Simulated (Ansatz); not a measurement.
**FGaHI: how energies converge with the basis set**

The task here is to estimate one member of a computed series from the others.

Computed with Ansatz 0.2.0, Gaussian basis. Level: one geometry, several basis sets.

Plan: PBE0-D4/def2-SVP; ωB97M-V/def2-SVP; PBE0-D4/def2-QZVPP; ωB97M-V/def2-QZVPP; the functionals' def2-TZVPP values are taken from earlier runs.

**Structure used throughout**

All runs share one geometry, relaxed beforehand with PBE0-D4 in a triple-zeta def2 set. I takes the def2 core potential; no spin-orbit term is included.

SMILES `[F][GaH][I]`, 4 atoms, charge 0, spin multiplicity 1.

Atoms are counted from 1 here; the program's logs count them from 0.

Bond lengths: F1–Ga2 1.748 Å, Ga2–I3 2.462 Å, Ga2–H4 1.547 Å. Angles: F1–Ga2–I3 114.0°, F1–Ga2–H4 119.0°, I3–Ga2–H4 127.0°.

Coordinates:

```
F    -1.7459   -0.0570   -0.1070
Ga   -0.0150    0.1854   -0.0998
I     1.2569   -1.6932    0.8563
H     0.5595    1.5044   -0.6699
```

Set-up of the first run:

File in.yaml:

```yaml
crystal:
  periodic: [false, false, false]
  atoms:
    - {symbol: F, position_ang: [-1.745949, -0.056954, -0.107048]}
    - {symbol: Ga, position_ang: [-0.014981, 0.185446, -0.099785]}
    - {symbol: I, position_ang: [1.256937, -1.693187, 0.856337]}
    - {symbol: H, position_ang: [0.559493, 1.504394, -0.669905]}
basis:
  gaussian: {orbitals: def2-SVP}
hamiltonian: {xc: pbe0, dispersion: d4}
output: {orbitals: {seedname: orbitals}}
```

Among the steps run: PBE0-D4 in def2-SVP; ωB97M-V in def2-SVP; PBE0-D4 in def2-QZVPP; ωB97M-V in def2-QZVPP.

One of the session's tables, all rows but one given; the rest of the session is left out.

It belongs to the step «Functionals by basis». 

```
functional       basis  HOMO (eV)  LUMO (eV)
   PBE0-D4    def2-SVP      -7.97      -1.64
   PBE0-D4  def2-TZVPP      -8.04      -1.72
   PBE0-D4  def2-QZVPP          ?          ?
   ωB97M-V    def2-SVP     -10.06       0.12
   ωB97M-V  def2-TZVPP     -10.16       0.00
   ωB97M-V  def2-QZVPP     -10.18      -0.12
```

Q: Estimate the row for PBE0-D4, def2-QZVPP from the others.

The run gave: HOMO (eV): -8.05; LUMO (eV): -1.75. In the column «HOMO (eV)» it lies between ωB97M-V, def2-SVP (-10.06) and PBE0-D4, def2-TZVPP (-8.04).
